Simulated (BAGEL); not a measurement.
# CHFGaN (SMILES N#[C][GaH][F]) at HF/6-31G(d) (density fitting with qzvpp-jkfit, spherical functions)

What is the energy change on altering one bond length of CHFGaN at HF/6-31G* (density fitting with qzvpp-jkfit, spherical functions)? 

The calculation is run with BAGEL 1.2.2.

4 further runs of the same task are left out: 4 that didn't finish.

**1. The structure to begin with**

The species is CHFGaN (5 atoms), meant as a singlet with charge 0. SMILES: `N#[C][GaH][F]`. Geometry: relaxed at PBE0-D4/def2-TZVP.

Bond lengths: N1–C2 1.152 Å, C2–Ga3 1.931 Å, Ga3–F4 1.741 Å, Ga3–H5 1.539 Å. Angles: N1–C2–Ga3 177.5°, C2–Ga3–F4 112.3°, C2–Ga3–H5 127.5°, F4–Ga3–H5 120.2°.

**2. A single-point energy at HF/6-31G(d) (density fitting with qzvpp-jkfit, spherical functions)**

The input, input.json:

```json
{ "bagel": [

{
  "title": "molecule",
  "basis": "6-31gs.json",
  "df_basis": "qzvpp-jkfit",
  "angstrom": true,
  "geometry": [
    { "atom": "N", "xyz": [    1.214000,   -1.657200,    1.266000 ] },
    { "atom": "C", "xyz": [    0.641000,   -0.864700,    0.656300 ] },
    { "atom": "Ga", "xyz": [   -0.259700,    0.519000,   -0.345500 ] },
    { "atom": "F", "xyz": [   -1.724700,   -0.053500,   -1.092600 ] },
    { "atom": "H", "xyz": [    0.179200,    1.982700,   -0.525600 ] }
  ]
},
{
  "title": "hf"
},
{
  "title": "print",
  "file": "orbitals.molden",
  "orbitals": true
}

]}
```

The basis set 6-31G* is read from a file made from the Basis Set Exchange's data (not shown).

Run with:

```console
BAGEL_NUM_THREADS=1 BAGEL input.json > input.out
```

The program printed:

```text
* using 1 threads per process

  ===============================================================
  ===============================================================

  *** Geometry ***

  { "atom" : "N", "xyz" : [      2.294128,     -3.131654,      2.392393 ] },
  { "atom" : "C", "xyz" : [      1.211314,     -1.634046,      1.240227 ] },
  { "atom" : "Ga", "xyz" : [     -0.490762,      0.980768,     -0.652900 ] },
  { "atom" : "F", "xyz" : [     -3.259211,     -0.101100,     -2.064715 ] },
  { "atom" : "H", "xyz" : [      0.338639,      3.746760,     -0.993240 ] },

  Number of auxiliary basis functions:      513

  Since a DF basis is specified, we compute 2- and 3-index integrals:
    o Being stored without compression. Storage requirement is 0.024 GB

  Number of basis functions:       76
  Number of electrons      :       54

    * METHOD: MOLECULE                             0.21

  *** RHF ***

  === Nuclear Repulsion ===
   224.0305036451

      * DIIS with orbital gradients will be used.

  === RHF iteration (6-31gs.json) ===
      0      -2115.00305622          0.02788987           0.06
      1      -2115.12161696          0.02471475           0.05
      2      -2115.33325527          0.00210354           0.05
      3      -2115.33556478          0.00109543           0.05
      4      -2115.33610445          0.00022068           0.05
      5      -2115.33613584          0.00007766           0.05
      6      -2115.33614093          0.00003428           0.05
      7      -2115.33614230          0.00001744           0.05
      8      -2115.33614262          0.00000993           0.05
      9      -2115.33614277          0.00000471           0.05
     10      -2115.33614281          0.00000312           0.05
     11      -2115.33614281          0.00000060           0.05
     12      -2115.33614281          0.00000021           0.05
     13      -2115.33614281          0.00000010           0.05
     14      -2115.33614281          0.00000004           0.05
     15      -2115.33614281          0.00000002           0.05
     16      -2115.33614281          0.00000001           0.05
     17      -2115.33614281          0.00000001           0.05
    * SCF iteration converged.

    * Permanent dipole moment:
           (   -0.115379,    -1.309972,     0.336357) a.u.

    * METHOD: HF                                   1.12

    * METHOD: PRINT                                0.01

  ===============================================================
```

Run time: 1.5 s. Hardware: 1 thread of Intel Xeon 6975P-C (Granite Rapids), shared host; peak memory 0.13 GiB.

**3. The distorted shape at the same level**

The input, input.json:

```json
{ "bagel": [

{
  "title": "molecule",
  "basis": "6-31gs.json",
  "df_basis": "qzvpp-jkfit",
  "angstrom": true,
  "geometry": [
    { "atom": "N", "xyz": [       1.148155,      -1.876790,       1.293019 ] },
    { "atom": "C", "xyz": [       0.575155,      -1.084290,       0.683319 ] },
    { "atom": "Ga", "xyz": [      -0.325545,       0.299410,      -0.318481 ] },
    { "atom": "F", "xyz": [      -1.790545,      -0.273090,      -1.065581 ] },
    { "atom": "H", "xyz": [       0.179200,       1.982700,      -0.525600 ] }
  ]
},

{
  "title": "hf"
},

{
  "title": "print",
  "file": "orbitals.molden",
  "orbitals": true
}

]}
```

The basis set 6-31G* is read from a file made from the Basis Set Exchange's data (not shown).

Run with:

```console
BAGEL_NUM_THREADS=1 BAGEL input.json > input.out
```

The program printed:

```text
* using 1 threads per process

  ===============================================================
  ===============================================================

  *** Geometry ***

  { "atom" : "N", "xyz" : [      2.169698,     -3.546619,      2.443452 ] },
  { "atom" : "C", "xyz" : [      1.086885,     -2.049011,      1.291286 ] },
  { "atom" : "Ga", "xyz" : [     -0.615191,      0.565803,     -0.601842 ] },
  { "atom" : "F", "xyz" : [     -3.383640,     -0.516065,     -2.013656 ] },
  { "atom" : "H", "xyz" : [      0.338639,      3.746760,     -0.993240 ] },

  Number of auxiliary basis functions:      513

  Since a DF basis is specified, we compute 2- and 3-index integrals:
    o Being stored without compression. Storage requirement is 0.024 GB

  Number of basis functions:       76
  Number of electrons      :       54

    * METHOD: MOLECULE                             0.31

  *** RHF ***

  === Nuclear Repulsion ===
   222.4302195395

      * DIIS with orbital gradients will be used.

  === RHF iteration (6-31gs.json) ===
      0      -2114.99338774          0.02782448           0.06
      1      -2115.10759219          0.02486357           0.06
      2      -2115.32204652          0.00210559           0.06
      3      -2115.32446498          0.00110585           0.06
      4      -2115.32502647          0.00022162           0.06
      5      -2115.32505895          0.00007856           0.06
      6      -2115.32506413          0.00003447           0.06
      7      -2115.32506550          0.00001733           0.07
      8      -2115.32506582          0.00000994           0.07
      9      -2115.32506597          0.00000471           0.06
     10      -2115.32506600          0.00000299           0.07
     11      -2115.32506601          0.00000061           0.06
     12      -2115.32506601          0.00000022           0.07
     13      -2115.32506601          0.00000010           0.07
     14      -2115.32506601          0.00000004           0.07
     15      -2115.32506601          0.00000002           0.06
     16      -2115.32506601          0.00000001           0.07
    * SCF iteration converged.

    * Permanent dipole moment:
           (   -0.092809,    -1.184362,     0.311363) a.u.

    * METHOD: HF                                   1.34

    * METHOD: PRINT                                0.01

  ===============================================================
```

Wall time 1.9 s (1 thread of Intel Xeon 6975P-C (Granite Rapids), shared host); peak memory 0.13 GiB.

**4. Summary of results**

At HF/6-31G* (density fitting with qzvpp-jkfit, spherical functions):

| quantity | value |
| --- | --- |
| first shape: total energy | -2115.33614 Eh |
| first shape: dipole moment | 3.45 D |
| first shape: HOMO energy | -13.15 eV |
| first shape: LUMO energy | 0.42 eV |
| first shape: HOMO–LUMO gap | 13.57 eV |
| distorted shape: total energy | -2115.32507 Eh |
| distorted shape: dipole moment | 3.12 D |
| distorted shape: HOMO energy | -13.01 eV |
| distorted shape: LUMO energy | 0.38 eV |
| distorted shape: HOMO–LUMO gap | 13.39 eV |
| energy change with the Ga3–H5 bond stretched from 1.539 to 1.770 Å | 0.301 eV |

**Reading.** With the Ga3–H5 bond stretched from 1.539 to 1.770 Å the energy rises by 0.30 eV (7.0 kcal/mol). The first shape isn't relaxed at this level, so the change isn't measured from a minimum.
